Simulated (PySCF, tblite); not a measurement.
**C3H10NOSi radical: geometry, infrared bands and EPR parameters**

What infrared bands and EPR parameters should C3H10NOSi radical (`C[CH]CO[SiH2]N`) show?

The runs use tblite 0.8.0 and PySCF 2.14.0, with density-fitted response routines of our own; the level of theory stands in each step. All values are computed, except where a source is named. Atoms count from 0, in the outputs and in this text.

### 1 The starting structure

16 atoms, charge 0, multiplicity 2; geometry from: force field or distance geometry start.

Bonds of the start (Å): C0–C1 1.53, C1–C2 1.51, C2–O3 1.40, O3–Si4 1.74, Si4–N5 1.81, C0–H6 1.10, C0–H7 1.12, C0–H8 1.12, C1–H9 1.09, C2–H10 1.11, C2–H11 1.11, Si4–H12 1.46, Si4–H13 1.45, N5–H14 1.07, N5–H15 1.06.

### 2 Optimising the geometry with GFN2-xTB

The job: settings as JSON, then the geometry in Å.

```
{"job": {"kind": "relax", "xc": "GFN2-xTB", "basis": "xTB"}, "charge": 0, "multiplicity": 2}
C      2.608500    -0.227800     0.660100
C      1.681000     0.809300     0.030000
C      0.373500     0.103200    -0.214900
O     -0.393900     0.302300     0.940400
Si    -1.892400    -0.518700     0.618800
N     -2.888800     0.596700    -0.399300
H      3.675800     0.029900     0.540600
H      2.314700    -0.320200     1.733600
H      2.406100    -1.210100     0.162100
H      2.099500     1.247800    -0.877200
H     -0.153300     0.471400    -1.121500
H      0.522200    -0.993500    -0.289000
H     -1.570100    -1.736000    -0.125300
H     -2.503300    -0.783800     1.903000
H     -2.465700     1.582000    -0.404400
H     -3.821200     0.656400     0.098800
```

Started as:

```sh
$ OMP_NUM_THREADS=1 python probes_run.py task.json out
```

This one command runs all jobs of the session in turn.

**Question.** This job is followed by: GFN2-xTB harmonic vibrations, gas phase; UKS B3LYP, pcH-1 on C H N O Si, non-relativistic, mean-field spin-orbit, GIAO. What will the session give for the following? strongest single infrared mode (GFN2-xTB); zero-point energy (GFN2-xTB); g(iso) (B3LYP); ⟨S²⟩; largest a(iso) (averaged by class); potential on the surface of density 0.002 e/bohr³, 1st and 99th percentile.

The runs gave:

| quantity | value |
| --- | --- |
| strongest single infrared mode (GFN2-xTB) | 2229 cm⁻¹, 395 km/mol |
| zero-point energy (GFN2-xTB) | 77.8 kcal/mol |
| g(iso) (B3LYP) | 2.00249 |
| ⟨S²⟩ | 0.754 (exact 0.75) |
| largest a(iso) (averaged by class) | 13C on C1, 95.7 MHz |
| potential on the surface of density 0.002 e/bohr³, 1st and 99th percentile | -1.45 V and 1.58 V |

**Reading.** Relaxing lowered the energy by 1.399 eV in 142 steps; the close pair that moved most is O3–Si4, from 1.739 to 1.617 Å. All 42 modes are real, so the xTB geometry is a minimum. The strongest single mode, at 2229 cm⁻¹, moves mainly H12. GFN2-xTB is a fitted tight-binding method: band positions and strengths are rough. Its intensities can rank the bands wrongly. Most of the unpaired spin sits on C1 (1.02 e). The isotropic g lies 0.2 ppt above the free-electron value. These values are for one conformer; the search (at its own cheap level) found 2 more, at 0.91, 1.18 kcal/mol, and measured spectra average over such forms.
